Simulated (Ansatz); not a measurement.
# GaNH2 (triplet): the correlation ladder, cc-pVDZ

The task here is to estimate one member of a computed series from the others.

Method: cc-pVDZ, core rule «outside noble gas», up to 15 orbitals frozen; program: Ansatz 0.2.0, Gaussian basis.

To be run: UHF; CCSD(T) on ROHF; CCSD(T) on UHF; BCCD(T) on ROHF; CISD; CCSDT(Q) on ROHF; CCSDT(Q) on UHF; CCSDTQ on ROHF; CASSCF and MRCISD+Q, 10 electrons in 10 orbitals; CASSCF and NEVPT2, 10 electrons in 10 orbitals.

8 further runs of the same task are left out: 2 for a known fault of the program, 6 set aside as unsound or not needed.

## The system

The geometry is a PBE0/def2-TZVP stationary point (not a proven minimum). No spin-orbit coupling is included. The filled d shell of Ga may be among the frozen orbitals whatever the setting's name suggests; the logs give the count.

4 atoms, charge 0, spin multiplicity 3.

Atoms are counted from 1 here; the program's logs count them from 0.

Bond lengths: N1–Ga2 1.923 Å, Ga2–H3 1.565 Å, Ga2–H4 1.565 Å. Angles: N1–Ga2–H3 117.6°, N1–Ga2–H4 117.6°, H3–Ga2–H4 124.7°.

Coordinates:

```
N     0.0000    0.0000    1.6258
Ga    0.0000    0.0000   -0.2970
H     0.0000    1.3863   -1.0229
H     0.0000   -1.3863   -1.0229
```

Set-up of the first run:

in.yaml

```yaml
crystal:
  periodic: [false, false, false]
  atoms:
    - {symbol: N, position_ang: [0.000000, 0.000000, 1.625834]}
    - {symbol: Ga, position_ang: [0.000000, 0.000000, -0.297041]}
    - {symbol: H, position_ang: [0.000000, 1.386306, -1.022870]}
    - {symbol: H, position_ang: [0.000000, -1.386306, -1.022870]}
basis:
  gaussian: {orbitals: cc-pVDZ}
magnetization: {spin_polarized: true, initial_magnetization: 2}
hamiltonian: {xc: hf}
output: {orbitals: {seedname: orbitals}}
```

Launch:

```bash
> ansatz run in.yaml --threads 1 --pin off --events-out ev --progress --plain --max-ram 4096MiB --backend cpu
```

Among the steps run: UHF; CCSD(T) on ROHF; CCSD(T) on UHF; BCCD(T) on ROHF; CISD; CCSDT(Q) on ROHF; CCSDT(Q) on UHF; CCSDTQ on ROHF; CASSCF and MRCISD+Q, 10 electrons in 10 orbitals; CASSCF and NEVPT2, 10 electrons in 10 orbitals.

One of the session's tables, all rows but one given; the rest of the session is left out.

| method | from RCCSDTQ (meV) |
| --- | --- |
| ROHF | +5595.1 |
| UHF | +5431.8 |
| RMP2 | +1059.7 |
| UMP2 | +1058.9 |
| RCCSD | +134.6 |
| UCCSD | ? |
| RCCSD(T) | +32.9 |
| UCCSD(T) | +31.3 |
| BCCD(T) | +32.9 |
| RCCSDT | +8.5 |
| UCCSDT | +6.8 |
| RCCSDT(Q) | +1.1 |
| UCCSDT(Q) | -0.9 |
| RCCSDTQ | 0 |
| CASSCF valence | +3794.1 |
| NEVPT2 valence | +830.8 |
| MRCISD valence | +186.6 |
| MRCISD+Q valence | -8.2 |

Q: Estimate the row for UCCSD from the others.

As computed: from RCCSDTQ (meV): +130.3. In the column «from RCCSDTQ (meV)» it lies between BCCD(T) (+32.9) and RCCSD (+134.6).

Limits of these values: Restricted and unrestricted rows rest on different reference determinants; where their highest levels disagree by more than a few hundredths of an eV, they describe different states and don't form one ladder.
